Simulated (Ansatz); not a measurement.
# CH5BClN: a ladder of functionals and wavefunction methods

How much do the methods differ for CH5BClN? The plan is to run it at one geometry with functionals of several rungs and with coupled cluster. The yardstick is the atomisation energy at the CCSD(T) limit.

The runs use Ansatz 0.2.0, Gaussian basis; functionals in def2-TZVPP, the program's frozen cores in correlated methods.

Levels to be run: LDA (SPW92), PBE-D4, revPBE-D4, BLYP-D4, r2SCAN-D4, B97M-V, PBE0-D4, B3LYP-D4, r2SCANh-D4, r2SCAN0-D4, HSE06-D4, BHLYP-D4, CAM-B3LYP-D4, LC-ωPBE, ωB97X-V, ωB97M-V, B2PLYP, PBE-QIDH; CCSD(T)/def2-SVP; CCSD(T)/def2-TZVPP; MP2/def2-QZVPP; extrapolation to the limit; RPA on PBE.

1 further run of the same task is left out (it didn't finish).

## 1. The geometry

The geometry comes from an earlier relaxation with PBE0-D4 in a triple-zeta def2 set; it is a stationary point, not always the lowest conformer.

SMILES `NCBCl`, 9 atoms, charge 0, spin multiplicity 1.

Atoms are counted from 1 here; the program's logs count them from 0.

Bond lengths: N1–C2 1.444 Å, N1–H5 1.011 Å, N1–H6 1.010 Å, C2–B3 1.549 Å, C2–H7 1.112 Å, C2–H8 1.100 Å, B3–Cl4 1.749 Å, B3–H9 1.193 Å. Angles: C2–N1–H5 111.5°, C2–N1–H6 112.1°, H5–N1–H6 108.4°, N1–C2–B3 117.7°, N1–C2–H7 114.9°, N1–C2–H8 110.4°, B3–C2–H7 102.2°, B3–C2–H8 107.0°, H7–C2–H8 103.3°, C2–B3–Cl4 121.6°, C2–B3–H9 121.3°, Cl4–B3–H9 116.9°.

## 2. LDA

This LDA is Slater exchange with PW92 correlation.

The input, in.yaml:

```yaml
crystal:
  periodic: [false, false, false]
  atoms:
    - {symbol: N, position_ang: [-0.982547, 0.902013, 0.103634]}
    - {symbol: C, position_ang: [0.104444, 0.053280, 0.532040]}
    - {symbol: B, position_ang: [0.577314, -1.055562, -0.440190]}
    - {symbol: Cl, position_ang: [0.054158, -1.097158, -2.108094]}
    - {symbol: H, position_ang: [-0.910288, 1.129303, -0.878914]}
    - {symbol: H, position_ang: [-1.020481, 1.764642, 0.627623]}
    - {symbol: H, position_ang: [1.053505, 0.586350, 0.761361]}
    - {symbol: H, position_ang: [-0.145860, -0.439398, 1.483030]}
    - {symbol: H, position_ang: [1.358154, -1.889671, -0.097590]}
basis:
  gaussian: {orbitals: def2-TZVPP}
hamiltonian: {xc: lda}
output: {orbitals: {seedname: orbitals}}
```

Further steps of the session: PBE-D4 (GGA); revPBE-D4 (GGA); BLYP-D4 (GGA); r2SCAN-D4 (meta-GGA); B97M-V (meta-GGA); PBE0-D4 (hybrid); B3LYP-D4 (hybrid); r2SCANh-D4 (hybrid); r2SCAN0-D4 (hybrid); HSE06-D4 (hybrid); BHLYP-D4 (hybrid); CAM-B3LYP-D4 (range-separated); LC-ωPBE (range-separated); ωB97X-V (range-separated); ωB97M-V (range-separated); B2PLYP (double hybrid); PBE-QIDH (double hybrid); CCSD(T) in def2-SVP; CCSD(T) in def2-TZVPP; MP2 in def2-QZVPP; RPA on PBE orbitals.

Before running them: what should the planned runs give, taken together? Wanted: atomisation energy, CCSD(T)/CBS; farthest beyond LDA; mean size of error, GGA; mean size of error, meta-GGA; mean size of error, hybrid; mean size of error, range-separated; mean size of error, double hybrid; gap, smallest and largest; T1 diagnostic.

The runs gave:

```
                               quantity                                              value
        atomisation energy, CCSD(T)/CBS                                      3214.3 kJ/mol
 functionals within 16.1 kJ/mol (0.5 %)  revPBE-D4, BLYP-D4, r2SCANh-D4, LC-ωPBE, PBE-QIDH
                    farthest beyond LDA                              PBE-D4 (+88.9 kJ/mol)
                mean size of error, GGA                                        36.8 kJ/mol
           mean size of error, meta-GGA                                        24.2 kJ/mol
             mean size of error, hybrid                                        30.8 kJ/mol
    mean size of error, range-separated                                        23.4 kJ/mol
      mean size of error, double hybrid                                         9.3 kJ/mol
              gap, smallest and largest          3.27 eV (LDA (SPW92)), 11.01 eV (LC-ωPBE)
                          T1 diagnostic                                             0.0108
triples share of the correlation energy                                              3.9 %
```

What this shows: The LDA atomisation energy is off by 483.1 kJ/mol (15 %): it overbinds. PBE-D4 misses by +88.9 kJ/mol. Double hybrids carry the basis error of their MP2 part in triple zeta, and no dispersion term here, so their miss is partly the set-up's. Taken by rung, double hybrid functionals do best (9.3 kJ/mol on average) and GGA ones worst beyond LDA (36.8 kJ/mol). Misses under about 16.1 kJ/mol are within the doubt on the reference itself, which lacks core-valence correlation, relativity and higher excitations. Hartree-Fock recovers 73 % of the binding; the rest is correlation. CCSD(T) in def2-SVP is off by -168.2 kJ/mol, so the small basis spoils what the method gains. Orbital gaps span 3.3 to 11.0 eV; exact exchange widens them.
